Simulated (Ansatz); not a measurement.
Zr3S2:

```xyz
5
Lattice="2.9025 1.6758 3.4878 -2.9025 1.6758 3.4878 0.0000 -3.3516 3.4878" Properties=species:S:1:pos:R:3 pbc="T T T"
Zr    0.9832    1.7029    5.2317
Zr    0.9832   -1.7029    5.2317
Zr   -1.9663    0.0000    5.2317
S     0.0000    0.0000    6.9583
S     0.0000    0.0000    3.5050
```

The cell comes from a database or a generator and needn't be the stable form of this composition.

| Property | Result |
| --- | --- |
| Program | Ansatz 0.2.0 |
| Task | relaxation of cell and atoms |
| Functional | r2SCAN |
| Dispersion | D3(BJ) |
| Potentials or basis | Ansatz PAW |
| Cutoff | 500 eV (not typed: the program's choice for these potentials) |
| k mesh | 6 × 6 × 6 |
| Occupations | fermi-dirac, width 0.05 eV |
| Spin | no spin polarisation |

At the start: volume 20.36 Å³/atom.

Task: How do energy, volume and symmetry change on relaxing?

Result: It ends after 4 steps and the volume is 19.92 Å³/atom (-2.1 %); space group R32 (No. 155, to 0.05 Å).

Step by step:
| step | energy change (eV) | largest force (eV/Å) | volume (Å³) |
| --- | --- | --- | --- |
| 1 | 0.0000 | 0.0764 | 101.79 |
| 2 | -0.0200 | 0.0288 | 99.84 |
| 3 | -0.0204 | 0.0057 | 99.60 |
| 4 | -0.0196 | 0.0057 | 99.60 |

Final structure:
```
CELL_PARAMETERS angstrom
2.87379 1.65919 3.48155
-2.87379 1.65919 3.48155
0.00000 -3.31837 3.48155
ATOMIC_POSITIONS crystal
Zr 0.83888 0.50000 0.16112
Zr 0.50000 0.16112 0.83888
Zr 0.16112 0.83888 0.50000
S 0.66451 0.66451 0.66451
S 0.33549 0.33549 0.33549
```

Caveat: the plane-wave basis is chosen anew once the cell has moved, so the energies of steps on either side of that aren't comparable; pairwise dispersion overbinds metals, which lowers pressure and volume; the PAW data sets come from PBE, with cores solved anew for the run's functional, which leaves a small shift of forces and pressure; the dispersion damping was fitted for another functional or another form of the correction.
